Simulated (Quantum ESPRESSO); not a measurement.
# AlCo (Pm-3m) in Quantum ESPRESSO: a series of runs

The runs below take AlCo through phonons, with LDA.

Everything below comes from runs of Quantum ESPRESSO 7.5. Logs are shortened: lines on timing, memory, paths and dates and some standing lists are left out, and cuts for length are marked.

## (1) The structure

It takes space group Pm-3m (No. 221, cubic). The conventional cell has a = 2.819 Å, b = 2.819 Å, c = 2.819 Å, α = 90.00°, β = 90.00°, γ = 90.00°. Co (site symmetry m-3m) is surrounded by 8 Al at 2.44 Å. Around Al (site symmetry m-3m) lie 8 Co at 2.44 Å.

The cell is a database's computed one.

## (2) Phonons, LDA, collinear spin, ferromagnetic start

Input file pw.in:

```
&CONTROL
  calculation = 'scf'
  prefix = 'pwscf'
  outdir = './tmp'
  pseudo_dir = './pseudo'
  tprnfor = .true.
  tstress = .true.
  disk_io = 'low'
/
&SYSTEM
  ibrav = 0
  A = 2.81940321
  nat = 2
  ntyp = 2
  ecutwfc = 56
  ecutrho = 448
  nbnd = 19
  occupations = 'smearing'
  smearing = 'mv'
  degauss = 0.01469973
  nspin = 2
  starting_magnetization(1) = 0.1176
  starting_magnetization(2) = 0
/
&ELECTRONS
  conv_thr = 4d-10
  electron_maxstep = 120
  mixing_beta = 0.3
/
ATOMIC_SPECIES
Co    58.9332 co_lda_v1.2.uspp.F.UPF
Al    26.9815 al_lda_v1.uspp.F.UPF
CELL_PARAMETERS alat
   1.0000000000    0.0000000000    0.0000000000
   0.0000000000    1.0000000000    0.0000000000
   0.0000000000    0.0000000000    1.0000000000
ATOMIC_POSITIONS alat
Co     0.5000000000    0.5000000000    0.5000000000
Al     0.0000000000    0.0000000000    0.0000000000
K_POINTS automatic
6 6 6 0 0 0
```

Input file relax.in:

```
&CONTROL
  calculation = 'vc-relax'
  prefix = 'pwscf'
  outdir = './tmp'
  pseudo_dir = './pseudo'
  tprnfor = .true.
  tstress = .true.
  disk_io = 'low'
  nstep = 40
  forc_conv_thr = 0.0001
  etot_conv_thr = 1d-06
/
&SYSTEM
  ibrav = 0
  A = 2.81940321
  nat = 2
  ntyp = 2
  ecutwfc = 56
  ecutrho = 448
  nbnd = 19
  occupations = 'smearing'
  smearing = 'mv'
  degauss = 0.01469973
  nspin = 2
  starting_magnetization(1) = 0.1176
  starting_magnetization(2) = 0
/
&ELECTRONS
  conv_thr = 4d-10
  electron_maxstep = 120
  mixing_beta = 0.3
/
&IONS
  ion_dynamics = 'bfgs'
/
&CELL
  cell_dynamics = 'bfgs'
  press = 0
  press_conv_thr = 0.2
/
ATOMIC_SPECIES
Co    58.9332 co_lda_v1.2.uspp.F.UPF
Al    26.9815 al_lda_v1.uspp.F.UPF
CELL_PARAMETERS alat
   1.0000000000    0.0000000000    0.0000000000
   0.0000000000    1.0000000000    0.0000000000
   0.0000000000    0.0000000000    1.0000000000
ATOMIC_POSITIONS alat
Co     0.5000000000    0.5000000000    0.5000000000
Al     0.0000000000    0.0000000000    0.0000000000
K_POINTS automatic
6 6 6 0 0 0
```

Input file scf2.in:

```
&CONTROL
  calculation = 'scf'
  prefix = 'pwscf'
  outdir = './tmp'
  pseudo_dir = './pseudo'
  tprnfor = .true.
  tstress = .true.
  disk_io = 'low'
/
&SYSTEM
  ibrav = 0
  A = 2.79519118
  nat = 2
  ntyp = 2
  ecutwfc = 56
  ecutrho = 448
  nbnd = 19
  occupations = 'smearing'
  smearing = 'mv'
  degauss = 0.01469973
  nspin = 2
  starting_magnetization(1) = 0.1176
  starting_magnetization(2) = 0
/
&ELECTRONS
  conv_thr = 1d-13
  electron_maxstep = 120
  mixing_beta = 0.3
  startingpot = 'file'
  startingwfc = 'file'
/
ATOMIC_SPECIES
Co    58.9332 co_lda_v1.2.uspp.F.UPF
Al    26.9815 al_lda_v1.uspp.F.UPF
CELL_PARAMETERS alat
   1.0000000014    0.0000000000    0.0000000000
   0.0000000000    1.0000000014    0.0000000000
   0.0000000000    0.0000000000    1.0000000014
ATOMIC_POSITIONS alat
Co     0.5000000007    0.5000000007    0.5000000007
Al     0.0000000000    0.0000000000    0.0000000000
K_POINTS automatic
6 6 6 0 0 0
```

Input file ph.in:

```
phonons of AlCo
&INPUTPH
  prefix = 'pwscf'
  outdir = './tmp'
  tr2_ph = 1d-18
  fildyn = 'dyn'
  niter_ph = 90
  alpha_mix(1) = 0.4
/
0.0000000000 0.0000000000 0.0000000000
```

Input file dynmat.in:

```
&INPUT
  fildyn = 'dyn'
  asr = 'crystal'
  filout = 'dynmat.disp'
  fileig = 'dynmat.eig'
/
```

Potentials or basis: GBRV 1.5 LDA.

Launch:

```bash
$ OMP_NUM_THREADS=1 pw.x -in pw.in > pw.out
$ OMP_NUM_THREADS=1 pw.x -in relax.in > relax.out
$ OMP_NUM_THREADS=1 pw.x -in scf2.in > scf2.out
$ OMP_NUM_THREADS=1 ph.x -in ph.in > ph.out
$ OMP_NUM_THREADS=1 dynmat.x -in dynmat.in > dynmat.out
```

pw.out:

```text
This program is part of the open-source Quantum ESPRESSO suite
     for quantum simulation of materials; please cite
         "P. Giannozzi et al., J. Phys.:Condens. Matter 21 395502 (2009);
         "P. Giannozzi et al., J. Phys.:Condens. Matter 29 465901 (2017);
         "P. Giannozzi et al., J. Chem. Phys. 152 154105 (2020);
     in publications or presentations arising from this work. More details at

     Message from routine setup:
     using ibrav=0 with symmetry is DISCOURAGED, use correct ibrav instead

     G-vector sticks info
     --------------------
     sticks:   dense  smooth     PW     G-vecs:    dense   smooth      PW
     Sum        1005     505    169                24207     8601    1575

     Using Slab Decomposition

     bravais-lattice index     =            0
     lattice parameter (alat)  =       5.3279  a.u.
     unit-cell volume          =     151.2405 (a.u.)^3
     number of atoms/cell      =            2
     number of atomic types    =            2
     number of electrons       =        20.00
     number of Kohn-Sham states=           19
     kinetic-energy cutoff     =      56.0000  Ry
     charge density cutoff     =     448.0000  Ry
     scf convergence threshold =      4.0E-10
     mixing beta               =       0.3000
     number of iterations used =            8  plain     mixing
     Exchange-correlation= SLA  PZ   NOGX NOGC
                           (   1   1   0   0   0   0   0)

     celldm(1)=   5.327900  celldm(2)=   0.000000  celldm(3)=   0.000000
     celldm(4)=   0.000000  celldm(5)=   0.000000  celldm(6)=   0.000000

     crystal axes: (cart. coord. in units of alat)
               a(1) = (   1.000000   0.000000   0.000000 )
               a(2) = (   0.000000   1.000000   0.000000 )
               a(3) = (   0.000000   0.000000   1.000000 )

     reciprocal axes: (cart. coord. in units 2 pi/alat)
               b(1) = (  1.000000  0.000000  0.000000 )
               b(2) = (  0.000000  1.000000  0.000000 )
               b(3) = (  0.000000  0.000000  1.000000 )

     PseudoPot. # 1 for Co read from file:
     co_lda_v1.2.uspp.F.UPF
     Pseudo is Ultrasoft + core correction, Zval = 17.0
     Generated by new atomic code, or converted to UPF format
     Using radial grid of  863 points,  6 beta functions with:
                l(1) =   0
                l(2) =   0
                l(3) =   1
                l(4) =   1
                l(5) =   2
                l(6) =   2
     Q(r) pseudized with  8 coefficients,  rinner =    1.200   1.200   1.200
                                                       1.200   1.200

     PseudoPot. # 2 for Al read from file:
     al_lda_v1.uspp.F.UPF
     Pseudo is Ultrasoft + core correction, Zval =  3.0
     Generated by new atomic code, or converted to UPF format
     Using radial grid of  893 points,  3 beta functions with:
                l(1) =   0
                l(2) =   1
                l(3) =   2
     Q(r) pseudized with  8 coefficients,  rinner =    0.900   0.900   0.900
                                                       0.900   0.900

     atomic species   valence    mass     pseudopotential
     Co               17.00    58.93320     Co( 1.00)
     Al                3.00    26.98150     Al( 1.00)

     Starting magnetic structure
     atomic species   magnetization
     Co              0.118
     Al              0.000

     48 Sym. Ops., with inversion, found

   Cartesian axes

     site n.     atom                  positions (alat units)
         1        Co     tau(   1) = (   0.5000000   0.5000000   0.5000000  )
         2        Al     tau(   2) = (   0.0000000   0.0000000   0.0000000  )

     number of k points=    20  Marzari-Vanderbilt smearing, width (Ry)=  0.0147
                       cart. coord. in units 2pi/alat
        k(    1) = (   0.0000000   0.0000000   0.0000000), wk =   0.0046296
        k(    2) = (   0.0000000   0.0000000   0.1666667), wk =   0.0277778
        k(    3) = (   0.0000000   0.0000000   0.3333333), wk =   0.0277778
        k(    4) = (   0.0000000   0.0000000  -0.5000000), wk =   0.0138889
        k(    5) = (   0.0000000   0.1666667   0.1666667), wk =   0.0555556
        k(    6) = (   0.0000000   0.1666667   0.3333333), wk =   0.1111111
[... 12 lines left out ...]
        k(   19) = (   0.3333333  -0.5000000  -0.5000000), wk =   0.0277778
        k(   20) = (  -0.5000000  -0.5000000  -0.5000000), wk =   0.0046296

     Dense  grid:    24207 G-vectors     FFT dimensions: (  36,  36,  36)

     Smooth grid:     8601 G-vectors     FFT dimensions: (  25,  25,  25)

     Check: negative core charge=   -0.000014
     Generating pointlists ...
     new r_m :   0.3572 (alat units)  1.9033 (a.u.) for type    1
     new r_m :   0.3572 (alat units)  1.9033 (a.u.) for type    2

     Initial potential from superposition of free atoms

     starting charge      18.9978, renormalised to      20.0000
     Starting wfcs are   17 randomized atomic wfcs +    2 random wfcs

     Self-consistent Calculation

     iteration #  1     ecut=    56.00 Ry     beta= 0.30
     Davidson diagonalization with overlap
     ethr =  1.00E-02,  avg # of iterations =  5.5

     total energy              =    -299.62972354 Ry
     estimated scf accuracy    <      16.28582984 Ry

     total magnetization       =     0.34 Bohr mag/cell
     absolute magnetization    =     0.62 Bohr mag/cell

     iteration #  2     ecut=    56.00 Ry     beta= 0.30
     Davidson diagonalization with overlap
     ethr =  1.00E-02,  avg # of iterations =  2.9

     total energy              =    -304.28509266 Ry
     estimated scf accuracy    <      11.32454102 Ry

     total magnetization       =     0.12 Bohr mag/cell
     absolute magnetization    =     0.14 Bohr mag/cell

     iteration #  3     ecut=    56.00 Ry     beta= 0.30
     Davidson diagonalization with overlap
     ethr =  1.00E-02,  avg # of iterations =  2.0

     total energy              =    -305.04156010 Ry
     estimated scf accuracy    <       0.49229499 Ry

     total magnetization       =     0.49 Bohr mag/cell
     absolute magnetization    =     0.66 Bohr mag/cell

     iteration #  4     ecut=    56.00 Ry     beta= 0.30
     Davidson diagonalization with overlap
     ethr =  2.46E-03,  avg # of iterations =  1.2

     negative rho (up, down):  1.449E-04 7.700E-06

     total energy              =    -305.08182876 Ry
     estimated scf accuracy    <       0.04394852 Ry

     total magnetization       =     0.35 Bohr mag/cell
     absolute magnetization    =     0.65 Bohr mag/cell

     iteration #  5     ecut=    56.00 Ry     beta= 0.30
     Davidson diagonalization with overlap
     ethr =  2.20E-04,  avg # of iterations =  2.4

     total energy              =    -305.03227010 Ry
     estimated scf accuracy    <       0.24911592 Ry

     total magnetization       =     0.09 Bohr mag/cell
     absolute magnetization    =     0.23 Bohr mag/cell

     iteration #  6     ecut=    56.00 Ry     beta= 0.30
     Davidson diagonalization with overlap
     ethr =  2.20E-04,  avg # of iterations =  2.2
[... 147 lines left out ...]
     iteration # 21     ecut=    56.00 Ry     beta= 0.30
     Davidson diagonalization with overlap
     ethr =  1.59E-11,  avg # of iterations =  2.0

     total energy              =    -305.08309422 Ry
     estimated scf accuracy    <          3.5E-09 Ry

     total magnetization       =    -0.00 Bohr mag/cell
     absolute magnetization    =     0.00 Bohr mag/cell

     iteration # 22     ecut=    56.00 Ry     beta= 0.30
     Davidson diagonalization with overlap
     ethr =  1.59E-11,  avg # of iterations =  1.0

     Magnetic moment per site  (integrated on atomic sphere of radius R)
     atom   1 (R=0.357)  charge= 15.6831  magn=  0.0000
     atom   2 (R=0.357)  charge=  1.2516  magn= -0.0000

     End of self-consistent calculation

 ------ SPIN UP ------------

          k = 0.0000 0.0000 0.0000 (  1045 PWs)   bands (ev):

   -79.4000 -43.1122 -43.1122 -43.1122   3.2547  11.4618  11.4618  13.7259
    13.7259  13.7259  20.6003  20.6003  20.6003  23.5651  23.5651  29.7837
    36.3600  36.3600  36.3600

          k = 0.0000 0.0000 0.1667 (  1065 PWs)   bands (ev):

   -79.3991 -43.1248 -43.1111 -43.1111   3.7910  11.3585  11.6031  13.4558
    13.4558  13.7550  17.6617  21.3268  21.3268  23.4712  26.0405  31.5577
    32.9483  32.9483  35.0832

          k = 0.0000 0.0000 0.3333 (  1081 PWs)   bands (ev):

   -79.3972 -43.1501 -43.1090 -43.1090   5.3444  10.2258  11.9046  12.9944
    12.9944  13.8138  15.2378  23.1743  23.1743  23.2408  28.0572  29.1306
    29.1306  32.3174  33.4397
[... 85 lines left out ...]
          k = 0.3333 0.3333-0.5000 (  1064 PWs)   bands (ev):

   -79.3907 -43.1546 -43.1415 -43.1410   9.6200  10.5855  10.9838  13.2893
    13.3062  14.8892  15.0543  19.0491  19.8911  20.3821  21.6288  24.4587
    28.0401  37.6454  39.5946

          k = 0.3333-0.5000-0.5000 (  1056 PWs)   bands (ev):

   -79.3898 -43.1533 -43.1533 -43.1400  10.0860  10.6748  10.6748  13.3588
    14.3680  15.6637  15.6637  17.0906  18.4804  21.5536  22.1367  22.1367
    25.8187  39.4657  42.2894

          k =-0.5000-0.5000-0.5000 (  1064 PWs)   bands (ev):

   -79.3889 -43.1520 -43.1520 -43.1520  10.4690  10.4690  10.4690  14.3778
    14.3778  16.9931  16.9931  16.9931  18.7547  20.1277  20.1277  20.1277
    23.9174  42.7360  42.7360

 ------ SPIN DOWN ----------

          k = 0.0000 0.0000 0.0000 (  1045 PWs)   bands (ev):

   -79.4000 -43.1121 -43.1121 -43.1121   3.2547  11.4618  11.4618  13.7259
    13.7259  13.7259  20.6003  20.6003  20.6003  23.5651  23.5651  29.7837
    36.3600  36.3600  36.3600

          k = 0.0000 0.0000 0.1667 (  1065 PWs)   bands (ev):

   -79.3990 -43.1248 -43.1111 -43.1111   3.7910  11.3585  11.6031  13.4558
    13.4558  13.7550  17.6617  21.3268  21.3268  23.4712  26.0405  31.5577
    32.9483  32.9483  35.0832

          k = 0.0000 0.0000 0.3333 (  1081 PWs)   bands (ev):

   -79.3972 -43.1501 -43.1089 -43.1089   5.3444  10.2258  11.9046  12.9944
    12.9944  13.8138  15.2378  23.1743  23.1743  23.2408  28.0572  29.1306
    29.1306  32.3174  33.4397
[... 85 lines left out ...]
          k = 0.3333 0.3333-0.5000 (  1064 PWs)   bands (ev):

   -79.3907 -43.1546 -43.1415 -43.1410   9.6200  10.5855  10.9838  13.2893
    13.3063  14.8892  15.0544  19.0491  19.8911  20.3821  21.6288  24.4587
    28.0401  37.6454  39.5946

          k = 0.3333-0.5000-0.5000 (  1056 PWs)   bands (ev):

   -79.3898 -43.1533 -43.1533 -43.1400  10.0860  10.6748  10.6748  13.3588
    14.3680  15.6637  15.6637  17.0906  18.4804  21.5536  22.1367  22.1367
    25.8187  39.4657  42.2894

          k =-0.5000-0.5000-0.5000 (  1064 PWs)   bands (ev):

   -79.3889 -43.1520 -43.1520 -43.1520  10.4690  10.4690  10.4690  14.3779
    14.3779  16.9931  16.9931  16.9931  18.7547  20.1277  20.1277  20.1277
    23.9174  42.7360  42.7360

     the Fermi energy is    14.6154 ev

!    total energy              =    -305.08309422 Ry
     estimated scf accuracy    <          1.4E-11 Ry
     smearing contrib. (-TS)   =      -0.00040872 Ry
     internal energy E=F+TS    =    -305.08268550 Ry

     The total energy is F=E-TS. E is the sum of the following terms:
     one-electron contribution =    -210.64550809 Ry
     hartree contribution      =     116.31568312 Ry
     xc contribution           =     -36.70452348 Ry
     ewald contribution        =    -174.04833704 Ry

     total magnetization       =     0.00 Bohr mag/cell
     absolute magnetization    =     0.00 Bohr mag/cell

     convergence has been achieved in  22 iterations

     Forces acting on atoms (cartesian axes, Ry/au):

     atom    1 type  1   force =     0.00000000    0.00000000    0.00000000
     atom    2 type  2   force =     0.00000000    0.00000000    0.00000000

     Total force =     0.000000     Total SCF correction =     0.000000

     Computing stress (Cartesian axis) and pressure

          total   stress  (Ry/bohr**3)                   (kbar)     P=      -51.27
  -0.00034851   0.00000000   0.00000000          -51.27        0.00        0.00
   0.00000000  -0.00034851   0.00000000            0.00      -51.27        0.00
   0.00000000   0.00000000  -0.00034851            0.00        0.00      -51.27

=------------------------------------------------------------------------------=
   JOB DONE.
=------------------------------------------------------------------------------=
```

It took 3.4 min on 1 thread of Arm Neoverse V2, shared host; peak memory 0.14 GiB.

What came out:

```
Free energy                                           : -4150.8760 eV
Relaxed volume                                        : 10.92 Å³/atom
Relaxed cell                                          : a = 2.795 Å, b = 2.795 Å, c = 2.795 Å, α = 90.00°, β = 90.00°, γ = 90.00°
Space group after relaxing (to 0.05 Å)                : Pm-3m (No. 221)
Pressure after relaxing                               : 0.0 GPa
Band gap on the k mesh                                : none (metal or under the smearing width)
Net moment                                            : 0.00 μB per cell
Absolute moment                                       : 0.00 μB per cell
Valence electrons inside the program's atomic spheres : Co 15.68; Al 1.25
Highest phonon frequency at Γ                         : 348 cm⁻¹
```

The path:
| step | energy change (eV) | largest force (eV/Å) | pressure (GPa) | volume (Å³) |
| --- | --- | --- | --- | --- |
| 1 | 0.0000 | 0.0000 | -5.13 | 22.41 |
| 2 | -0.0093 | 0.0000 | 0.11 | 21.83 |
| 3 | -0.0093 | 0.0000 | -0.04 | 21.84 |
| 4 | -0.0093 | 0.0000 | -0.01 | 21.84 |
| 5 | -0.0093 | 0.0000 | -0.01 | 21.84 |

Final structure:
```cif
data_structure
_symmetry_space_group_name_H-M 'P 1'
_symmetry_Int_Tables_number 1
_cell_length_a 2.7952
_cell_length_b 2.7952
_cell_length_c 2.7952
_cell_angle_alpha 90.000
_cell_angle_beta 90.000
_cell_angle_gamma 90.000
_cell_volume 21.84
loop_
_atom_site_label
_atom_site_type_symbol
_atom_site_fract_x
_atom_site_fract_y
_atom_site_fract_z
_atom_site_occupancy
Co1 Co 0.50000 0.50000 0.50000 1
Al1 Al 0.00000 0.00000 0.00000 1
```

Levels at points of the mesh, in eV from the Fermi level:
Spin up:
| k point | band 8 | band 9 | band 10 | band 11 | band 12 | band 13 |
| --- | --- | --- | --- | --- | --- | --- |
| (0.00, 0.00, 0.00) | -0.93 | -0.93 | -0.93 | 6.11 | 6.11 | 6.11 |
| (0.00, 0.00, -0.50) | -1.90 | -1.90 | -0.81 | 0.17 | 8.50 | 10.83 |
| (0.00, -0.50, -0.50) | -2.86 | -1.67 | -1.67 | -0.29 | 2.55 | 3.77 |
| (-0.50, -0.50, -0.50) | -0.25 | -0.25 | 2.37 | 2.37 | 2.37 | 4.37 |
Spin down:
```csv
k point,band 6,band 7,band 8,band 9,band 10,band 11,band 12,band 13,band 14,band 15
"(0.00, 0.00, 0.00)",-3.29,-3.29,-0.93,-0.93,-0.93,6.11,6.11,6.11,9.05,9.05
"(0.00, 0.00, -0.50)",-7.02,-2.66,-1.90,-1.90,-0.81,0.17,8.50,10.83,10.83,12.03
"(0.00, -0.50, -0.50)",-3.36,-2.86,-2.86,-1.67,-1.67,-0.29,2.55,3.77,13.00,16.20
"(-0.50, -0.50, -0.50)",-4.29,-4.29,-0.25,-0.25,2.37,2.37,2.37,4.37,5.65,5.65
```

Phonon frequencies in cm⁻¹ (negative: imaginary):
| q point | frequencies |
| --- | --- |
| (0.000, 0.000, 0.000) | -7 -7 -7 348 348 348 |

Optical modes at Γ, degenerate ones joined:
```
cm⁻¹  components  symmetry  active in
 348           3       T1u         IR
```

Caveat: the k mesh is coarse (spacing up to 0.37 Å⁻¹), so the values aren't converged; the mesh is thin for the phonons of a metal; the starting moments collapsed, and a magnetic state may lie lower.

(Continued in part 2 of 3.)
